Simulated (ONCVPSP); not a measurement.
# Copper: generating and testing an ONCV potential

Do these settings give a usable potential? It is generated, then checked for transferability, scattering, ghosts and hardness.

Method: ONCVPSP 4.0.1.1 (patched build), PBE, scalar-relativistic.

## Step 1: The design

Typed settings, in words:

- element: copper (Cu, Z = 29)
- type: optimised norm-conserving Vanderbilt (ONCV)
- frozen core: [Ne]
- valence charge: 19
- reference configuration: 3s2 3p6 3d10 4s1
- partial waves: 3s+4s: rc 1.35 bohr, ncon 3, nbas 6, qcut 10.3 1/bohr, 2 projectors; 3p: rc 0.80 bohr, ncon 4, nbas 7, qcut 9.4 1/bohr, 2 projectors, debl 3.8 Ha; 3d: rc 0.80 bohr, ncon 3, nbas 8, qcut 18.1 1/bohr, local; f scattering state at 0.18 Ha: rc 1.30 bohr, ncon 4, nbas 8, qcut 8.5 1/bohr, 2 projectors, debl 2.4 Ha
- local potential: the d channel
- core correction: not asked for

The outer shells as boxes (Hund's rule for the drawing; the calculation is spin-unpolarised):

```
[Ne] core
3s [↑↓]
3p [↑↓][↑↓][↑↓]
3d [↑↓][↑↓][↑↓][↑↓][↑↓]
4s [↑ ]
```

The nodes and maxima of the atom's own shells, from an earlier all-electron run, set the scale for the radii.

All-electron outer shells of the reference configuration (PBE, scalar-relativistic, ld1.x):

```tsv
shell	level (eV)	outermost node (bohr)	outermost maximum (bohr)
2p	-916.98	–	0.16
3s	-114.70	0.29	0.61
3p	-72.14	0.26	0.62
3d	-5.04	–	0.60
4s	-4.61	0.89	2.27
4p	-0.70	0.97	3.65
```

## Step 2: The generation run

Input file Cu.dat:

```
# ATOM AND REFERENCE CONFIGURATION
# atsym  z   nc   nv     iexc    psfile
  Cu 29.00    3    4        4      upf
#
#   n    l    f
    1    0    2.00
    2    0    2.00
    2    1    6.00
    3    0    2.00
    3    1    6.00
    3    2   10.00
    4    0    1.00
#
# PSEUDOPOTENTIAL AND OPTIMIZATION
# lmax
    3
#
#   l,   rc,      ep,       ncon, nbas, qcut
    0    1.35    0.00    3    6   10.30
    1    0.80    0.00    4    7    9.40
    2    0.80    0.00    3    8   18.10
    3    1.30    0.18    4    8    8.50
#
# LOCAL POTENTIAL
# lloc, lpopt,  rc(5),   dvloc0
    2    5    0.80    0.00
#
# VANDERBILT-KLEINMAN-BYLANDER PROJECTORs
# l, nproj, debl
    0    2    1.30
    1    2    3.80
    2    0    3.60
    3    2    2.40
#
# MODEL CORE CHARGE
# icmod, fcfact, rcfact
    0    0.00    0.00
#
# LOG DERIVATIVE ANALYSIS
# epsh1, epsh2, depsh
   -6.00    5.00    0.04
#
# OUTPUT GRID
# rlmax, drl
    6.00    0.01
#
# TEST CONFIGURATIONS
# ncnf
    4
# nvcnf
#   n    l    f
    4
    3    0    2.00
    3    1    6.00
    3    2   10.00
    4    0    0.00
#
    4
    3    0    2.00
    3    1    6.00
    3    2    9.00
    4    0    0.00
#
    4
    3    0    2.00
    3    1    6.00
    3    2    8.00
    4    0    0.00
#
    4
    3    0    2.00
    3    1    6.00
    3    2   10.00
    4    0    0.50
#
```

Run with:

```
$ oncvpsp.x < Cu.dat > Cu.out
```

**Question.** What will these runs give? Wanted: cutoffs for 1 and 0.1 mHa per electron, occupied waves; bound ghosts; GHOST(+) flags; largest miss of a reference level; largest test error; largest phase difference near zero energy, channels read.

The runs gave:

| quantity | value |
| --- | --- |
| cutoffs for 1 and 0.1 mHa per electron, occupied waves | 127 Ha and 196 Ha |
| bound ghosts | p at -249.54 eV |
| GHOST(+) flags | s at 208 eV, f at 279 eV |
| largest miss of a reference level | 16 meV (3p) |
| largest test error (AE − PS) | -2.8 meV, for 3s2 3p6 3d9 4s0 (2 tests unsolved) |
| largest phase difference near zero energy, channels read | 0.001 rad |

What this shows: A bound ghost (p) makes it unfit for use: electrons can fall into a state that the atom doesn't have. The worst unpolarised test, 3s2 3p6 3d9 4s0, is off by 2.8 meV on 29.5 eV; by total energies transferability rates as very good where solved. Atomic tests can pass in spite of a ghost, since they solve only for the levels asked. Of the tests 2 gave no usable energy difference, which is a warning in itself. The potential is very hard: the looser tolerance needs 127 Ha. At the looser tolerance the 3d wave is the slowest; 3p needs 44 Ha. Near zero energy the phases of the channels with partial waves agree within 0.001 rad. The program also flags highly localised states, GHOST(+) (s, f). All of this concerns the isolated atom, not yet a solid.
